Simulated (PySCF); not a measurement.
# H6NNdO3 (Nd(OH)3(NH3)-): the cost of one run

The runs use PySCF 2.14.0; several levels, as the steps say, no spin–orbit coupling.

1 further run of the same task is left out (for a known fault of the program).

### 1 The system as given

11 atoms, charge -1, spin multiplicity 1.

Bond lengths: Nd1–O2 2.331 Å, Nd1–O4 2.335 Å, Nd1–O6 2.334 Å, Nd1–N8 2.814 Å, O2–H3 0.960 Å, O4–H5 0.960 Å, O6–H7 0.959 Å, N8–H9 1.017 Å, N8–H10 1.017 Å, N8–H11 1.017 Å. Angles: O2–Nd1–O4 118.8°, O2–Nd1–O6 120.4°, O2–Nd1–N8 93.2°, O4–Nd1–O6 120.0°, O4–Nd1–N8 91.8°, O6–Nd1–N8 93.9°, Nd1–O2–H3 176.6°, Nd1–O4–H5 173.3°, Nd1–O6–H7 176.5°, Nd1–N8–H9 108.6°, Nd1–N8–H10 112.9°, Nd1–N8–H11 109.8°, H9–N8–H10 108.5°, H9–N8–H11 108.4°, H10–N8–H11 108.5°.

Coordinates:

```xyz
11

Nd    0.25471   -0.30272    0.32652
O     1.30275    1.50673    1.35724
H     1.78261    2.22040    1.78286
O    -1.63487   -1.23234    1.33456
H    -2.35551   -1.60875    1.84498
O     1.27406   -1.38956   -1.46935
H     1.73187   -1.85803   -2.17036
N    -1.32256    1.34589   -1.32011
H    -1.88102    1.95563   -0.72771
H    -0.76943    1.92394   -1.94784
H    -1.95274    0.77450   -1.87763
```

Formal oxidation states: Nd +2. Each metal's 4 4f electrons lie in its core potential, so multiplicities, spins and levels count the valence alone. An earlier session relaxed this geometry at PBE0, Nd lcecp-0-SVP with ECP50, O def2-SVP, H def2-SVP, N def2-SVP (singlet, point group C1).

At PBE0 on the finer grid: E = -311.425378 Eh, frontier levels not given, since the 4f levels lie in the core, Mulliken charge on Nd1 +0.43 e, largest force component 0.021 eV/Å. 

Levels to run: B3LYP; HF; PBE0, TZVP. Hardware: 2 threads of Arm Neoverse V2, shared host.

### 2 B3LYP

The input, run.py (the lines that set the calculation):

```python
mol = gto.M(atom='''
Nd     0.25471    -0.30272     0.32652
O      1.30275     1.50673     1.35724
H      1.78261     2.22040     1.78286
O     -1.63487    -1.23234     1.33456
H     -2.35551    -1.60875     1.84498
O      1.27406    -1.38956    -1.46935
H      1.73187    -1.85803    -2.17036
N     -1.32256     1.34589    -1.32011
H     -1.88102     1.95563    -0.72771
H     -0.76943     1.92394    -1.94784
H     -1.95274     0.77450    -1.87763''',
    basis={'Nd': 'lcecp-0-SVP', 'O': 'def2-SVP', 'H': 'def2-SVP', 'N': 'def2-SVP'},
    ecp={'Nd': 'lcecp-0-SVP'},
    charge=-1, spin=0)
mf = dft.RKS(mol, xc='B3LYP')
mf.grids.atom_grid = (75, 302)  # f atoms: unpruned, at least (60, 302)
mf = mf.density_fit()  # fitting sets: Nd AutoAux, O def2-universal-JKFIT, H def2-universal-JKFIT, N def2-universal-JKFIT
mf.conv_tol = 1e-08; mf.max_cycle = 55
mf.kernel(dm0)  # dm0: the density of the relaxed state
```

Started as:

```console
$ OMP_NUM_THREADS=2 python run.py
```

**Question.** How long does this run take on 2 threads of Arm Neoverse V2, shared host?

About 6.5 s.
